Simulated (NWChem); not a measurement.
# C3H7BO (SMILES BCC(C)=O) at 3 levels

Wanted: a comparison of 3 runs (HF/def2-SVP, PBE0/def2-SVP, M06-2X/6-31G**) of C3H7BO. 

Program for the calculation: NWChem 7.3.0.

## 1. The structure to begin with

C3H7BO: 12 atoms, total charge 0, spin state singlet. SMILES: `BCC(C)=O`. The coordinates come from a PBE0-D4/def2-TZVP relaxation. This is one conformer, not always the lowest.

Bond lengths: B1–C2 1.557 Å, C2–C3 1.504 Å, C3–C4 1.505 Å, C3–O5 1.206 Å, B1–H6 1.195 Å, B1–H7 1.197 Å, C2–H8 1.107 Å, C2–H9 1.092 Å, C4–H10 1.088 Å, C4–H11 1.092 Å, C4–H12 1.095 Å. Some angles: B1–C2–C3 115.3°, C2–C3–C4 117.0°, C2–C3–O5 120.9°, C4–C3–O5 122.0°, B1–C2–H8 100.6°, B1–C2–H9 112.9°, C3–C2–H8 109.6°, C3–C2–H9 110.4°, C2–B1–H6 119.8°, C2–B1–H7 121.1°.

## 2. Energy and gradient at HF/def2-SVP (run 1)

c3h7bo.xyz

```xyz
12
C3H7BO
B     -1.581200     0.801000     0.222700
C     -0.384500     0.117100     0.946500
C      0.927400     0.170900     0.212200
C      1.083400    -0.737900    -0.977300
O      1.804700     0.920200     0.564200
H     -2.525100     1.170600     0.856000
H     -1.603000     0.910600    -0.969000
H     -0.743000    -0.928900     0.990700
H     -0.259300     0.457700     1.976000
H      1.975700    -0.468400    -1.539000
H      0.203200    -0.697900    -1.623000
H      1.178600    -1.770300    -0.625900
```

run.py

```python
from ase.io import read
from ase.calculators.nwchem import NWChem

atoms = read('c3h7bo.xyz')

calc = NWChem(
    label='c3h7bo',
    theory='scf',
    memory='2200 mb',
    basis='def2-SVP',
    basispar='spherical bse',
    scf={'nopen': '0', 'rhf': None, 'thresh': '1e-08', 'maxiter': '80', 'print': 'low'},
)
atoms.calc = calc

forces = atoms.get_forces()
e = atoms.get_potential_energy()
print(f"E = {e:.6f} eV")
print("forces (eV/A):")
for s, f in zip(atoms.symbols, forces):
    print(f"{s:2s} {f[0]:10.5f} {f[1]:10.5f} {f[2]:10.5f}")
```

Command:

```
$ export ASE_NWCHEM_COMMAND="nwchem PREFIX.nwi > PREFIX.nwo"
$ python run.py
```

The log of the run:

```text
E = -5906.134244 eV
forces (eV/A):
B    -0.34180    0.31362   -0.14784
C     0.24276   -0.42084    0.31398
C     1.17402    1.09622    0.55865
C     0.05677   -0.14727   -0.11231
O    -1.16517   -1.04515   -0.52836
H    -0.10058    0.01239    0.02576
H    -0.03353    0.03085   -0.07801
H     0.05888    0.08634    0.04489
H     0.02129    0.00931   -0.09338
H    -0.03625   -0.00463    0.01399
H     0.09770    0.01126    0.02031
H     0.02597    0.05785   -0.01769
```

The calculator wrote c3h7bo.nwi:

```
title "c3h7bo"

permanent_dir c3h7bo

scratch_dir c3h7bo

start c3h7bo

geometry units angstrom nocenter noautosym noautoz
  B  -1.5811999999999999e+00 8.0100000000000005e-01 2.2270000000000001e-01
  C  -3.8450000000000001e-01 1.1710000000000000e-01 9.4650000000000001e-01
  C  9.2740000000000000e-01 1.7090000000000000e-01 2.1220000000000000e-01
  C  1.0833999999999999e+00 -7.3790000000000000e-01 -9.7729999999999995e-01
  O  1.8047000000000000e+00 9.2020000000000002e-01 5.6420000000000003e-01
  H  -2.5251000000000001e+00 1.1706000000000001e+00 8.5599999999999998e-01
  H  -1.6030000000000000e+00 9.1059999999999997e-01 -9.6899999999999997e-01
  H  -7.4299999999999999e-01 -9.2889999999999995e-01 9.9070000000000003e-01
  H  -2.5929999999999997e-01 4.5770000000000000e-01 1.9760000000000000e+00
  H  1.9757000000000000e+00 -4.6839999999999998e-01 -1.5389999999999999e+00
  H  2.0319999999999999e-01 -6.9789999999999996e-01 -1.6230000000000000e+00
  H  1.1786000000000001e+00 -1.7703000000000000e+00 -6.2590000000000001e-01
end

memory 2200 mb

basis spherical bse noprint
   * library def2-SVP
end

scf
  nopen 0
  rhf
  thresh 1e-08
  maxiter 80
  print low
end

task scf gradient
```

c3h7bo.nwo:

```text
Northwest Computational Chemistry Package (NWChem) 7.3.0
             --------------------------------------------------------

           Job information
           ---------------

    nwchem branch   = 7.3.0
    use scalapack   = T
    input           = c3h7bo.nwi
    prefix          = c3h7bo.
    data base       = c3h7bo/c3h7bo.db
    status          = startup
    nproc           =        1

           Memory information
           ------------------

    heap     =     72089594 doubles =      550.0 Mbytes
    stack    =     72089599 doubles =      550.0 Mbytes
    global   =    144179200 doubles =     1100.0 Mbytes (distinct from heap & stack)
    total    =    288358393 doubles =     2200.0 Mbytes
    verify   = yes
    hardfail = no

[... 38 lines left out ...]
            Nuclear Dipole moment (a.u.)
[... 77 lines left out ...]
       Final RHF  results
       ------------------

         Total SCF energy =   -217.046431921205
      One-electron energy =   -608.120067009322
      Two-electron energy =    232.399277278406
 Nuclear repulsion energy =    158.674357809710

        Time for solution =     16.7s

                              NWChem Gradients Module
                              -----------------------

                         RHF ENERGY GRADIENTS

    atom               coordinates                        gradient
                 x          y          z           x          y          z
   1 B      -2.988035   1.513671   0.420842    0.006647  -0.006099   0.002875
   2 C      -0.726600   0.221287   1.788626   -0.004721   0.008184  -0.006106
   3 C       1.752532   0.322954   0.401000   -0.022831  -0.021318  -0.010864
[... 8 lines of this table left out ...]
  12 H       2.227231  -3.345382  -1.182779   -0.000505  -0.001125   0.000344

 Task  times  cpu:       19.5s     wall:       19.5s
 Total times  cpu:       19.5s     wall:       19.5s
```

It took 21 s on 1 thread of Intel Xeon 6975P-C (Granite Rapids), shared host; peak memory 0.1 GiB.

## 3. Energy and forces at PBE0/def2-SVP (run 2)

c3h7bo.nw

```
start c3h7bo
memory 2200 mb
charge 0

geometry units angstroms noautosym nocenter noautoz
  B    -1.581200    0.801000    0.222700
  C    -0.384500    0.117100    0.946500
  C     0.927400    0.170900    0.212200
  C     1.083400   -0.737900   -0.977300
  O     1.804700    0.920200    0.564200
  H    -2.525100    1.170600    0.856000
  H    -1.603000    0.910600   -0.969000
  H    -0.743000   -0.928900    0.990700
  H    -0.259300    0.457700    1.976000
  H     1.975700   -0.468400   -1.539000
  H     0.203200   -0.697900   -1.623000
  H     1.178600   -1.770300   -0.625900
end

basis spherical bse
  * library def2-SVP
end

dft
  xc pbe0
  grid fine
  convergence energy 1e-08
  iterations 100
  mulliken
  print low
end

task dft gradient
```

Command:

```
$ nwchem c3h7bo.nw > c3h7bo.out
```

The log of the run:

```text
[...]
 d= 0,ls=0.0,diis     1   -218.0379744184 -3.77D+02  2.48D-02  8.99D-01     2.2
[...]
 d= 0,ls=0.0,diis    10   -218.1543020513 -9.76D-09  4.56D-07  1.44D-09    19.2
         Total DFT energy =     -218.154302051349
      One electron energy =     -608.659255968948
           Coulomb energy =      263.062829879037
    Exchange-Corr. energy =      -31.232233771149
 Nuclear repulsion energy =      158.674357809711
[...]
      Total Density - Mulliken Population Analysis
     ---------------------------------------------
    Atom       Charge   Shell Charges
 -----------   ------   -------------------------------------------------------
    1 B    5     4.94   1.99  0.86  0.19  1.48  0.38  0.04
    2 C    6     6.10   1.99  0.90  0.16  2.15  0.88  0.02
    3 C    6     6.00   1.99  0.95  0.23  1.98  0.75  0.10
    4 C    6     6.06   1.99  0.90  0.11  2.14  0.89  0.02
    5 O    8     8.23   1.99  1.10  0.67  2.82  1.62  0.02
    6 H    1     1.01   0.74  0.25  0.01
    7 H    1     1.01   0.74  0.26  0.01
    8 H    1     0.92   0.72  0.18  0.03
    9 H    1     0.92   0.73  0.17  0.02
   10 H    1     0.94   0.73  0.18  0.02
[...]
                         DFT ENERGY GRADIENTS
    atom               coordinates                        gradient
                 x          y          z           x          y          z
   1 B      -2.988035   1.513671   0.420842   -0.002610   0.001517  -0.002380
   2 C      -0.726600   0.221287   1.788626   -0.000610  -0.000047   0.003351
   3 C       1.752532   0.322954   0.401000   -0.001422  -0.000970   0.000224
   4 C       2.047329  -1.394429  -1.846829    0.001518  -0.001431  -0.002609
   5 O       3.410388   1.738926   1.066183   -0.002409  -0.001828  -0.000989
   6 H      -4.771747   2.212113   1.617605    0.005066  -0.002077  -0.003123
   7 H      -3.029231   1.720784  -1.831144    0.000271  -0.000561   0.006113
   8 H      -1.404066  -1.755366   1.872152    0.002264   0.003755  -0.000276
   9 H      -0.490006   0.864928   3.734099   -0.000573  -0.002026  -0.005250
  10 H       3.733532  -0.885148  -2.908288   -0.004986  -0.001632   0.002774
  11 H       0.383992  -1.318840  -3.067025    0.004110   0.000135   0.003572
[...]
```

Wall time 24 s (1 thread of Intel Xeon 6975P-C (Granite Rapids), shared host); peak memory 0.12 GiB.

## 4. Energy and forces at M06-2X/6-31G(d,p) (spherical functions) (run 3)

geom.nw

```
start geom
title "C3H7BO"
memory total 2200 mb
geometry units atomic noautosym nocenter noautoz
 B  -2.98803495  1.51367063  0.42084201
 C  -0.72659969  0.22128693  1.78862578
 C   1.75253201  0.32295419  0.40099988
 C   2.04732928 -1.39442891 -1.84682934
 O   3.41038874  1.73892598  1.06618348
 H  -4.77174744  2.21211340  1.61760556
 H  -3.02923098  1.72078461 -1.83114461
 H  -1.40406651 -1.75536660  1.87215167
 H  -0.49000598  0.86492765  3.73409882
 H   3.73353190 -0.88514772 -2.90828851
 H   0.38399235 -1.31883986 -3.06702550
 H   2.22723121 -3.34538216 -1.18277958
end
basis spherical bse
 * library 6-31G**
end
dft
 xc m06-2x
 grid fine
 convergence energy 1e-08
 iterations 100
 mulliken
end
task dft gradient
```

Command:

```
$ nwchem geom.nw > geom.out
```

The log of the run:

```text
[...]
          Wavefunction type:  closed shell.
          No. of atoms     :    12
          No. of electrons :    38
[...]
          Charge           :     0
          Spin multiplicity:     1
[...]
          AO basis - number of functions:   105
[...]
              XC Information
              --------------
                       M06-2X Method XC Functional
                     Hartree-Fock (Exact) Exchange  0.540
                        M06-2X Exchange Functional  1.000
                      M06-2X Correlation Potential  1.000
[...]
 d= 0,ls=0.0,diis     1   -218.3565308065 -3.77D+02  1.46D-02  9.13D-01     2.8
[...]
 d= 0,ls=0.0,diis    10   -218.4790471925 -8.58D-09  1.27D-06  5.25D-09    24.8
         Total DFT energy =     -218.479047192541
      One electron energy =     -608.896911101324
           Coulomb energy =      263.196647669396
    Exchange-Corr. energy =      -31.453130095187
 Nuclear repulsion energy =      158.674346334574
[...]
  wavefunction    = closed shell
                         DFT ENERGY GRADIENTS
    atom               coordinates                        gradient
                 x          y          z           x          y          z
   1 B      -2.988035   1.513671   0.420842    0.004804  -0.003233   0.002411
   2 C      -0.726600   0.221287   1.788626    0.001422   0.003233  -0.004002
   3 C       1.752532   0.322954   0.401000    0.002075   0.000565   0.000053
   4 C       2.047329  -1.394429  -1.846829    0.000040   0.003455   0.003370
   5 O       3.410389   1.738926   1.066183   -0.006317  -0.004807  -0.002016
   6 H      -4.771747   2.212113   1.617606   -0.001309   0.000669   0.001261
   7 H      -3.029231   1.720785  -1.831145   -0.000048   0.000219  -0.001399
   8 H      -1.404067  -1.755367   1.872152   -0.000067   0.000303  -0.000181
   9 H      -0.490006   0.864928   3.734099   -0.000421  -0.000335  -0.000225
  10 H       3.733532  -0.885148  -2.908289   -0.000581  -0.000475   0.000157
  11 H       0.383992  -1.318840  -3.067026    0.000543  -0.000154   0.000639
[...]
```

It took 32 s on 1 thread of Intel Xeon 6975P-C (Granite Rapids), shared host; peak memory 0.12 GiB.

## 5. The series

```tsv
run	level	iteration cap	module	energy (Eh)	largest force (eV/Å)	wall time
1	HF/def2-SVP	80	scf	-217.046432	1.701	21 s
2	PBE0/def2-SVP	100	dft	-218.154302	0.324	24 s
3	M06-2X/6-31G** (spherical functions)	100	dft	-218.479047	0.421	32 s
```

## 6. Summary of results

| quantity | value |
| --- | --- |
| run 3: total energy | -218.47905 Eh |
| run 3: dipole moment | 2.80 D |
| run 3: HOMO energy | -8.49 eV |
| run 3: LUMO energy | -0.32 eV |
| run 3: HOMO–LUMO gap | 8.16 eV |
| run 3: largest force on an atom | 0.421 eV/Å |

Totals of different functionals can't be ranked against each other. All runs together took 77 s, the longest 32 s.
